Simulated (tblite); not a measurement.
# C6H14BNS: the cost of one run

The runs use tblite 0.8.0 and PySCF 2.14.0, with density-fitted response routines of our own; the level of theory stands in each step. All values are computed, except where a source is named. Atoms count from 0, in the outputs and in this text.

### Step 1. Starting geometry

23 atoms, charge 0, multiplicity 1; geometry from: force field or distance geometry start.

Bonds of the start (Å): C0–S1 1.80, S1–C2 1.81, C2–B3 1.60, B3–C4 1.58, B3–N5 1.48, N5–C6 1.28, C6–C7 1.47, C6–C8 1.48, C0–H9 1.11, C0–H10 1.09, C0–H11 1.09, C2–H12 1.10, C2–H13 1.11, C4–H14 1.09, C4–H15 1.10, C4–H16 1.12, C7–H17 1.12, C7–H18 1.12, C7–H19 1.11, C8–H20 1.12, C8–H21 1.10, C8–H22 1.12.

### Step 2. Optimising the geometry with GFN2-xTB

What the job is given:

```
{"job": {"kind": "relax", "xc": "GFN2-xTB", "basis": "xTB"}, "charge": 0, "multiplicity": 1}
C      3.481500     0.482600     0.254200
S      2.895900    -1.191000     0.565300
C      1.179100    -1.139900     1.129100
B      0.346700    -0.609700    -0.127900
C      0.343100    -1.537600    -1.405600
N     -0.376300     0.677000    -0.184100
C     -1.607500     0.832000     0.109800
C     -2.502100    -0.239900     0.561500
C     -2.155400     2.205100    -0.007200
H      2.673300     1.068200    -0.240000
H      3.724300     0.958500     1.202100
H      4.343300     0.446800    -0.416200
H      1.028100    -0.528500     2.036800
H      0.849300    -2.194900     1.268900
H     -0.140300    -2.474500    -1.148600
H     -0.290200    -1.034400    -2.154100
H      1.394400    -1.655800    -1.786700
H     -1.868800    -1.040000     1.021700
H     -3.313500     0.089900     1.260500
H     -2.991600    -0.649000    -0.352800
H     -2.180300     2.679900     1.004100
H     -1.599200     2.780400    -0.758700
H     -3.238500     2.101700    -0.276000
```

Run with:

```
OMP_NUM_THREADS=1 python probes_run.py task.json out
```

One launch serves the whole session: the jobs run in the order shown.

Q: Estimate the wall time and peak memory of this first job on 1 thread of Arm Neoverse N1, shared host.

About 2.8 s, with a peak of 0.18 GiB.
